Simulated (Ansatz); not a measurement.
# MgNi3Te4: the cost of one run

Method: DFT PBE, scalar-relativistic, plane waves, PAW, in Ansatz 0.2.0.

## (1) The starting structure

The structure is tetragonal, space group I-42m (No. 121). The conventional cell has a = 6.009 Å, b = 6.009 Å, c = 11.459 Å, α = 90.00°, β = 90.00°, γ = 90.00°. Around Mg (site symmetry -42m) lie 4 Te at 2.84 Å. Ni (site symmetry -4) is surrounded by 4 Te at 2.49 Å. Around Ni (site symmetry -42m) lie 4 Te at 2.48 Å. Te (site symmetry m) has 3 Ni at 2.48 to 2.49 Å and 1 Mg at 2.84 Å in its first shell of neighbours.

Coordinates:

```cif
data_structure
_symmetry_space_group_name_H-M 'P 1'
_symmetry_Int_Tables_number 1
_cell_length_a 7.1331
_cell_length_b 7.1331
_cell_length_c 7.1331
_cell_angle_alpha 130.182
_cell_angle_beta 130.182
_cell_angle_gamma 73.116
_cell_volume 206.86
loop_
_atom_site_label
_atom_site_type_symbol
_atom_site_fract_x
_atom_site_fract_y
_atom_site_fract_z
_atom_site_occupancy
Mg1 Mg 0.00000 0.00000 0.00000 1
Ni1 Ni 0.75000 0.25000 0.50000 1
Ni2 Ni 0.50000 0.50000 0.00000 1
Ni3 Ni 0.25000 0.75000 0.50000 1
Te1 Te 0.41558 0.41558 0.55321 1
Te2 Te 0.13763 0.58442 0.00000 1
Te3 Te 0.86237 0.86237 0.44679 1
Te4 Te 0.58442 0.13763 0.00000 1
```

It is the end of an earlier relaxation with the same method, from a generated guess; it needn't be the stable form of this composition. At a tolerance of 0.05 Å it has space group I-42m (No. 121); it has 25.86 Å³/atom, an uncorrected energy of -0.19 eV/atom over the elements.

## (2) Electronic structure at the relaxed geometry

input.yaml reads:

```yaml
crystal:
  lattice:
    - [-3.0042903677, 3.0042903677, 5.7296777298]
    - [3.0042903677, -3.0042903677, 5.7296777298]
    - [3.0042903677, 3.0042903677, -5.7296777298]
  atoms:
    - { symbol: Mg, position: [0.0, 0.0, 0.0] }
    - { symbol: Ni, position: [0.75, 0.25, 0.5] }
    - { symbol: Ni, position: [0.5, 0.5, 0.0] }
    - { symbol: Ni, position: [0.25, 0.75, 0.5] }
    - { symbol: Te, position: [0.4155820875, 0.4155820875, 0.5532088417] }
    - { symbol: Te, position: [0.1376267543, 0.5844179125, 0.0] }
    - { symbol: Te, position: [0.8623732457, 0.8623732457, 0.4467911583] }
    - { symbol: Te, position: [0.5844179125, 0.1376267543, 0.0] }
basis:
  ecutwfc: 420
kpoints:
  mp_grid: { grid: [10, 10, 10] }
  band_path:
    path:
      - [[0.0, 0.0, 0.0], [0.0, 0.0, 0.5], [0.25, 0.25, 0.25], [0.0, 0.5, 0.0], [0.0, 0.0, 0.0], [0.5, 0.5, -0.5], [0.3187327, 0.6812673, -0.3187327]]
      - [[-0.3187327, 0.3187327, 0.3187327], [0.0, 0.0, 0.0]]
      - [[0.0, 0.0, 0.5], [-0.13746541, 0.13746541, 0.5]]
      - [[0.5, 0.5, -0.13746541], [0.5, 0.5, -0.5]]
    npoints: 14
hamiltonian:
  xc: pbe
scf:
  occupations: { method: gaussian, width: 0.1 }
  n_extra_bands: 20
output:
  forces: true
  stress: true
  eigenvalues: true
  populations: true
  dos: { projected: true, de: 0.02, nscf_kmesh: { grid: [12, 12, 12] } }
  bader: true
  write_density: true
  write_potential: true
  elf: true
  volumetric_format: npy
```

The run is started by

```bash
> ansatz run input.yaml --threads 4 --pin off --max-ram 8192MiB --backend cpu --events-out ev --progress --plain --runs-dir out
```

**Question.** How long does this run take on 4 threads of Arm Neoverse V1, shared host, and how much memory does it need?

About 4 min, with a peak of 2.2 GiB.
